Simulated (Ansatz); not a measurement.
# AsBF₃H₃: up Jacob's ladder to CCSD(T)

Aim: compute AsBF₃H₃ with functionals from several rungs and with coupled cluster. The yardstick is the atomisation energy at the CCSD(T) limit.

Method: functionals in def2-TZVPP, the program's frozen cores in correlated methods; program: Ansatz 0.2.0, Gaussian basis.

Levels to be run: LDA (SPW92), PBE-D4, revPBE-D4, BLYP-D4, r2SCAN-D4, B97M-V, PBE0-D4, B3LYP-D4, r2SCANh-D4, r2SCAN0-D4, HSE06-D4, BHLYP-D4, CAM-B3LYP-D4, LC-ωPBE, ωB97X-V, ωB97M-V, B2PLYP, PBE-QIDH; CCSD(T)/def2-SVP; CCSD(T)/def2-TZVPP; MP2/def2-QZVPP; extrapolation to the limit; RPA on PBE.

### Step 1. The relaxed structure

An earlier PBE0-D4 in a triple-zeta def2 set relaxation fixed the geometry.

8 atoms, charge 0, spin multiplicity 1.

Atoms are counted from 1 here; the program's logs count them from 0.

Bond lengths: F1–B2 1.315 Å, B2–F3 1.315 Å, B2–F4 1.315 Å, As5–H6 1.517 Å, As5–H7 1.517 Å, As5–H8 1.517 Å. Angles: F1–B2–F3 119.8°, F1–B2–F4 119.8°, F3–B2–F4 119.9°, H6–As5–H7 93.6°, H6–As5–H8 93.6°, H7–As5–H8 93.6°.

As a file:

```xyz
8
charge 0, multiplicity 1
F     0.5520   -1.5492    1.6216
B     1.0655   -1.4658    0.4138
F     0.5576   -2.1832   -0.5644
F     2.1747   -0.7865    0.2196
As   -0.7135    0.9967   -0.2993
H    -0.6393    2.3041    0.4662
H    -0.6755    1.6776   -1.6541
H    -2.2291    0.9492   -0.2593
```

### Step 2. LDA

This LDA is Slater exchange with PW92 correlation.

The input, in.yaml:

```yaml
crystal:
  periodic: [false, false, false]
  atoms:
    - {symbol: F, position_ang: [0.551969, -1.549248, 1.621633]}
    - {symbol: B, position_ang: [1.065479, -1.465777, 0.413780]}
    - {symbol: F, position_ang: [0.557575, -2.183180, -0.564395]}
    - {symbol: F, position_ang: [2.174677, -0.786451, 0.219648]}
    - {symbol: As, position_ang: [-0.713535, 0.996670, -0.299254]}
    - {symbol: H, position_ang: [-0.639297, 2.304094, 0.466227]}
    - {symbol: H, position_ang: [-0.675549, 1.677648, -1.654125]}
    - {symbol: H, position_ang: [-2.229119, 0.949244, -0.259316]}
basis:
  gaussian: {orbitals: def2-TZVPP}
hamiltonian: {xc: lda}
output: {orbitals: {seedname: orbitals}}
```

On the command line:

```sh
$ ansatz run in.yaml --threads 4 --pin off --events-out ev --progress --plain --max-ram 10444MiB
```

After this run come: PBE-D4 (GGA); revPBE-D4 (GGA); BLYP-D4 (GGA); r2SCAN-D4 (meta-GGA); B97M-V (meta-GGA); B3LYP-D4 (hybrid); r2SCANh-D4 (hybrid); r2SCAN0-D4 (hybrid); HSE06-D4 (hybrid); BHLYP-D4 (hybrid); CAM-B3LYP-D4 (range-separated); LC-ωPBE (range-separated); ωB97X-V (range-separated); ωB97M-V (range-separated); B2PLYP (double hybrid); PBE-QIDH (double hybrid); CCSD(T) in def2-SVP; CCSD(T) in def2-TZVPP; MP2 in def2-QZVPP; RPA on PBE orbitals.

**Question.** What will the summary of the whole plan be? Wanted: atomisation energy, CCSD(T)/CBS; farthest beyond LDA; mean size of error, GGA; mean size of error, meta-GGA; mean size of error, hybrid; mean size of error, range-separated; mean size of error, double hybrid; gap, smallest and largest; T1 diagnostic.

As calculated:

| quantity | value |
| --- | --- |
| atomisation energy, CCSD(T)/CBS | 2898.4 kJ/mol |
| functionals within 29.0 kJ/mol (1.0 %) | BLYP-D4, r2SCAN-D4, B97M-V, PBE0-D4, B3LYP-D4, r2SCANh-D4, HSE06-D4, LC-ωPBE, ωB97X-V, ωB97M-V, B2PLYP |
| farthest beyond LDA | BHLYP-D4 (-101.2 kJ/mol) |
| mean size of error, GGA | 37.8 kJ/mol |
| mean size of error, meta-GGA | 19.4 kJ/mol |
| mean size of error, hybrid | 37.4 kJ/mol |
| mean size of error, range-separated | 17.4 kJ/mol |
| mean size of error, double hybrid | 30.3 kJ/mol |
| gap, smallest and largest | 6.51 eV (LDA (SPW92)), 13.34 eV (LC-ωPBE) |
| T1 diagnostic | 0.0118 |
| triples share of the correlation energy | 2.9 % |

**Reading.** LDA overbinds by 469.3 kJ/mol (16 %). PBE-D4 misses by +52.7 kJ/mol. Double hybrids carry the basis error of their MP2 part in triple zeta, and no dispersion term here, so their miss is partly the set-up's. The rungs range-separated, meta-GGA miss on average by less than the doubt on the reference (29.0 kJ/mol), so they tie. The reference freezes the cores and leaves out relativity and excitations past (T), and its outer-core shells are covered unevenly, so misses under about 29.0 kJ/mol can't be ranked. Hartree-Fock recovers 74 % of the binding; the rest is correlation. CCSD(T) in def2-SVP is off by -147.0 kJ/mol, more than most functionals: a good method in a small basis is no reference. The gap grows from 6.5 to 13.3 eV across the functionals, mostly with the share of exact exchange. Correlated methods include outer-core shells of As, which these sets cover unevenly.
